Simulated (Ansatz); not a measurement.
**BrFH₃NOSi: one species, many methods**

How much do the methods differ for BrFH₃NOSi? The plan is to run it at one geometry with functionals of several rungs and with coupled cluster, and see how far each lands from CCSD(T) at the basis-set limit for the atomisation energy.

Program: Ansatz 0.2.0, Gaussian basis. Level of theory: functionals in def2-TZVPP, the program's frozen cores in correlated methods. These are calculated values, not measurements.

Levels to be run: LDA (SPW92), PBE-D4, revPBE-D4, BLYP-D4, r2SCAN-D4, B97M-V, PBE0-D4, B3LYP-D4, r2SCANh-D4, r2SCAN0-D4, HSE06-D4, BHLYP-D4, CAM-B3LYP-D4, LC-ωPBE, ωB97X-V, ωB97M-V, B2PLYP, PBE-QIDH; CCSD(T)/def2-SVP; CCSD(T)/def2-TZVPP; MP2/def2-QZVPP; extrapolation to the limit; RPA on PBE.

### Step 1. The relaxed structure

The geometry comes from an earlier relaxation with PBE0-D4 in a triple-zeta def2 set; it is a stationary point, not always the lowest conformer.

8 atoms, charge 0, spin multiplicity 1.

Atoms are counted from 1 here; the program's logs count them from 0.

Bond lengths: N1–Si2 1.691 Å, N1–H6 1.007 Å, N1–H7 1.008 Å, Si2–O3 1.621 Å, Si2–F4 1.587 Å, Si2–Br5 2.203 Å, O3–H8 0.960 Å. Angles: Si2–N1–H6 119.8°, Si2–N1–H7 119.2°, H6–N1–H7 111.3°, N1–Si2–O3 111.5°, N1–Si2–F4 105.4°, N1–Si2–Br5 116.4°, O3–Si2–F4 112.4°, O3–Si2–Br5 104.7°, F4–Si2–Br5 106.5°, Si2–O3–H8 116.3°.

### Step 2. LDA

This LDA is Slater exchange with PW92 correlation.

in.yaml reads:

```yaml
crystal:
  periodic: [false, false, false]
  atoms:
    - {symbol: N, position_ang: [-1.136136, 0.014838, 0.411751]}
    - {symbol: Si, position_ang: [0.361375, 0.118327, -0.367318]}
    - {symbol: O, position_ang: [1.477856, -0.801264, 0.365235]}
    - {symbol: F, position_ang: [0.091193, -0.334463, -1.863717]}
    - {symbol: Br, position_ang: [1.271588, 2.121401, -0.475509]}
    - {symbol: H, position_ang: [-1.213490, 0.265234, 1.384538]}
    - {symbol: H, position_ang: [-1.972677, 0.256037, -0.095934]}
    - {symbol: H, position_ang: [1.212592, -1.697309, 0.585155]}
basis:
  gaussian: {orbitals: def2-TZVPP}
hamiltonian: {xc: lda}
output: {orbitals: {seedname: orbitals}}
```

On the command line:

```bash
$ ansatz run in.yaml --threads 4 --pin off --events-out ev --progress --plain --max-ram 10444MiB
```

After this run come: PBE-D4 (GGA); revPBE-D4 (GGA); BLYP-D4 (GGA); r2SCAN-D4 (meta-GGA); B97M-V (meta-GGA); B3LYP-D4 (hybrid); r2SCANh-D4 (hybrid); r2SCAN0-D4 (hybrid); HSE06-D4 (hybrid); BHLYP-D4 (hybrid); CAM-B3LYP-D4 (range-separated); LC-ωPBE (range-separated); ωB97X-V (range-separated); ωB97M-V (range-separated); B2PLYP (double hybrid); PBE-QIDH (double hybrid); CCSD(T) in def2-SVP; CCSD(T) in def2-TZVPP; MP2 in def2-QZVPP; RPA on PBE orbitals.

Q: Predict the results of all the runs planned. Wanted: atomisation energy, CCSD(T)/CBS; farthest beyond LDA; mean size of error, GGA; mean size of error, meta-GGA; mean size of error, hybrid; mean size of error, range-separated; mean size of error, double hybrid; gap, smallest and largest; T1 diagnostic.

The runs gave:

| quantity | value |
| --- | --- |
| atomisation energy, CCSD(T)/CBS | 31.898 eV |
| functionals within 0.319 eV (1.0 %) | PBE-D4, r2SCAN-D4, B97M-V, CAM-B3LYP-D4, ωB97X-V, ωB97M-V |
| farthest beyond LDA | BHLYP-D4 (-1.575 eV) |
| mean size of error, GGA | 0.443 eV |
| mean size of error, meta-GGA | 0.280 eV |
| mean size of error, hybrid | 0.779 eV |
| mean size of error, range-separated | 0.258 eV |
| mean size of error, double hybrid | 0.667 eV |
| gap, smallest and largest | 5.88 eV (BLYP-D4), 13.32 eV (LC-ωPBE) |
| T1 diagnostic | 0.0095 |
| triples share of the correlation energy | 3.3 % |

LDA overbinds by 4.599 eV (14 %). PBE-D4 misses by +0.204 eV. Double hybrids carry the basis error of their MP2 part in triple zeta, and no dispersion term here, so their miss is partly the set-up's. The rungs range-separated, meta-GGA miss on average by less than the doubt on the reference (0.319 eV), so they tie. The reference freezes the cores and leaves out relativity and excitations past (T), and its outer-core shells are covered unevenly, so misses under about 0.319 eV can't be ranked. All levels share the lack of spin-orbit coupling, which lowers the free heavy atoms and so the true binding. Hartree-Fock recovers 69 % of the binding; the rest is correlation. CCSD(T) in def2-SVP is off by -3.291 eV, worse than the median functional, from the basis alone. The gap grows from 5.9 to 13.3 eV across the functionals, mostly with the share of exact exchange. Correlated methods include outer-core shells of Br, which these sets cover unevenly.
